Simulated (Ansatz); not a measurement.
# Co: properties at the relaxed cell

An exercise on one series of results from a longer session: the logs are not shown, and one member is left open.

Computed with Ansatz 0.2.0 (DFT PBEsol, scalar-relativistic, plane waves, PAW, unless a step's input says otherwise).

2 further runs of the same task are left out: 2 set aside as unsound or not needed.

## Starting point

Symmetry: P6_3/mmc, No. 194, hexagonal system. The conventional cell has a = 2.456 Å, b = 2.456 Å, c = 3.969 Å, α = 90.00°, β = 90.00°, γ = 120.00°. Co (site symmetry -6m2) has 12 Co at 2.44 to 2.46 Å as nearest neighbours.

Coordinates:

```cif
data_structure
_symmetry_space_group_name_H-M 'P 1'
_symmetry_Int_Tables_number 1
_cell_length_a 2.4564
_cell_length_b 2.4564
_cell_length_c 3.9694
_cell_angle_alpha 90.000
_cell_angle_beta 90.000
_cell_angle_gamma 120.000
_cell_volume 20.74
loop_
_atom_site_label
_atom_site_type_symbol
_atom_site_fract_x
_atom_site_fract_y
_atom_site_fract_z
_atom_site_occupancy
Co1 Co 0.33333 0.66667 0.25000 1
Co2 Co 0.66667 0.33333 0.75000 1
```

This cell was relaxed beforehand with the same method: volume 10.37 Å³/atom, gap on the mesh none (metal), site moments up to 1.6 μB.

The first run:

Contents of input.yaml:

```yaml
crystal:
  lattice:
    - [2.4564149337, 0.0, 0.0]
    - [-1.2282074669, 2.1273177348, 0.0]
    - [0.0, 0.0, 3.9694102626]
  atoms:
    - { symbol: Co, position: [0.3333333333, 0.6666666667, 0.25], spin: 1.8 }
    - { symbol: Co, position: [0.6666666667, 0.3333333333, 0.75], spin: 1.8 }
basis:
  ecutwfc: 420
kpoints:
  mp_grid: { grid: [18, 18, 10] }
  band_path:
    path:
      - [[0.0, 0.0, 0.0], [0.5, 0.0, 0.0], [0.33333333, 0.33333333, 0.0], [0.0, 0.0, 0.0], [0.0, 0.0, 0.5], [0.5, 0.0, 0.5], [0.33333333, 0.33333333, 0.5], [0.0, 0.0, 0.5]]
      - [[0.5, 0.0, 0.5], [0.5, 0.0, 0.0]]
      - [[0.33333333, 0.33333333, 0.5], [0.33333333, 0.33333333, 0.0]]
    npoints: 14
hamiltonian:
  xc: pbesol
scf:
  occupations: { method: gaussian, width: 0.1 }
  n_extra_bands: 6
output:
  forces: true
  stress: true
  eigenvalues: true
  populations: true
  dos: { projected: true, de: 0.02, nscf_kmesh: { grid: [27, 27, 15] } }
  bader: true
  write_density: true
  write_potential: true
  elf: true
  volumetric_format: npy
magnetization:
  spin_polarized: true
checkpoint:
  read: start.run
  write: ck
  compress: false
  write_wavefunctions: false
  write_every: 100000
```

The run is started by

```sh
$ ansatz run input.yaml --threads 1 --pin off --max-ram 2560MiB --backend cpu --events-out ev --progress --plain --runs-dir out
```

Steps of the session up to this table: Electronic structure at the relaxed geometry; The cell scaled to 0.97 of its volume; The cell scaled to 1.03 of its volume; Point at V/V0 = 0.94; Volume × 1.06.

One table of the session follows, with a row left open; its other results are not shown here.

It belongs to the step «Fit of the equation of state». 

| volume (Å³/atom) | energy above the lowest point (meV/atom) | pressure (GPa) | largest moment (μB) |
| --- | --- | --- | --- |
| 9.749 | 32.6 | 17.83 | 1.59 |
| 10.060 | ? | ? | ? |
| 10.371 | 0.0 | 0.02 | 1.64 |
| 10.682 | 6.8 | -6.85 | 1.66 |
| 10.993 | 25.9 | -12.67 | 1.68 |

Q: Estimate the row for volume (Å³/atom) = 10.060 from the others.

Worked estimate for «energy above the lowest point (meV/atom)». A straight line through the neighbours (9.749, 32.6) and (10.371, 0.0) gives 32.6 + (0.0 − 32.6) × (10.060 − 9.749) / (10.371 − 9.749) = 16.3; a parabola fitted to 3 rows on both sides gives 8.6.

As computed: energy above the lowest point (meV/atom): 7.6; pressure (GPa): 8.14; largest moment (μB): 1.62. In «energy above the lowest point (meV/atom)» the line misses by +8.7 and the parabola by +1.0.

To keep in mind: Warnings in the runs' records: stability check not made.
